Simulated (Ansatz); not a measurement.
# B2Ge+ (quartet): the correlation ladder, cc-pVTZ

An exercise on one series of results from a longer session: the logs are not shown, and one member is left open.

The runs use Ansatz 0.2.0, Gaussian basis; cc-pVTZ, core rule «outside noble gas», up to 16 orbitals frozen.

Plan: UHF; CCSD(T) on ROHF; CCSD(T) on UHF; BCCD(T) on ROHF; CCSDT(Q) on ROHF; CCSDT(Q) on UHF; CASSCF and MRCISD+Q, 9 electrons in 12 orbitals; CASSCF and NEVPT2, 9 electrons in 12 orbitals.

8 further runs of the same task are left out: 2 for a known fault of the program, 6 set aside as unsound or not needed.

**The geometry**

The geometry is a PBE0/def2-TZVP stationary point (not a proven minimum) of the parent state, kept for this charge and spin. No spin-orbit coupling is included. The filled d shell of Ge may be among the frozen orbitals whatever the setting's name suggests; the logs give the count.

3 atoms, charge 1, spin multiplicity 4.

Atoms are counted from 1 here; the program's logs count them from 0.

Bond lengths: B1–B2 1.542 Å, B2–Ge3 1.941 Å. Angles: B1–B2–Ge3 180.0°.

The first run:

File in.yaml:

```yaml
crystal:
  periodic: [false, false, false]
  atoms:
    - {symbol: B, position_ang: [0.000000, 0.000000, -1.674700]}
    - {symbol: B, position_ang: [0.000000, 0.000000, -0.133200]}
    - {symbol: Ge, position_ang: [0.000000, 0.000000, 1.807900]}
basis:
  gaussian: {orbitals: cc-pVTZ}
total_charge: 1
magnetization: {spin_polarized: true, initial_magnetization: 3}
hamiltonian: {xc: hf}
output: {orbitals: {seedname: orbitals}}
```

Launch:

```sh
$ ansatz run in.yaml --threads 1 --pin off --events-out ev --progress --plain --max-ram 4096MiB --backend cpu
```

Among the steps run: UHF; CCSD(T) on ROHF; CCSD(T) on UHF; BCCD(T) on ROHF; CCSDT(Q) on ROHF; CCSDT(Q) on UHF; CASSCF and MRCISD+Q, 9 electrons in 12 orbitals; CASSCF and NEVPT2, 9 electrons in 12 orbitals.

One table of the session follows, with a row left open; its other results are not shown here.

| method | from RCCSDT(Q) (kcal/mol) |
| --- | --- |
| ROHF | ? |
| UHF | +136.10 |
| RMP2 | +29.50 |
| UMP2 | +30.05 |
| RCCSD | +8.63 |
| UCCSD | +8.56 |
| RCCSD(T) | +1.88 |
| UCCSD(T) | +1.89 |
| BCCD(T) | +1.85 |
| RCCSDT | +0.50 |
| UCCSDT | +0.47 |
| RCCSDT(Q) | 0 |
| UCCSDT(Q) | -0.05 |
| CASSCF valence | +76.71 |
| NEVPT2 valence | +16.35 |
| MRCISD valence | +5.07 |
| MRCISD+Q valence | +0.72 |

**Question.** Estimate the row for ROHF.

As computed: from RCCSDT(Q) (kcal/mol): +138.09. In the column «from RCCSDT(Q) (kcal/mol)» it is the highest.

Among the levels timed on like hardware and quicker than the yardstick, those that no quicker one beats, quickest first: UCCSD(T) (12 s, +1.89 kcal/mol); BCCD(T) (16 s, +1.85 kcal/mol); UCCSDT(Q) (21 s, -0.05 kcal/mol).

Limits of these values: Of the multireference levels listed MRCISD+Q valence comes nearest in total energy (+0.72 kcal/mol), which doesn't show that its space is the better one. Restricted and unrestricted rows rest on different reference determinants; where their highest levels disagree by more than a few hundredths of an eV, they describe different states and don't form one ladder.
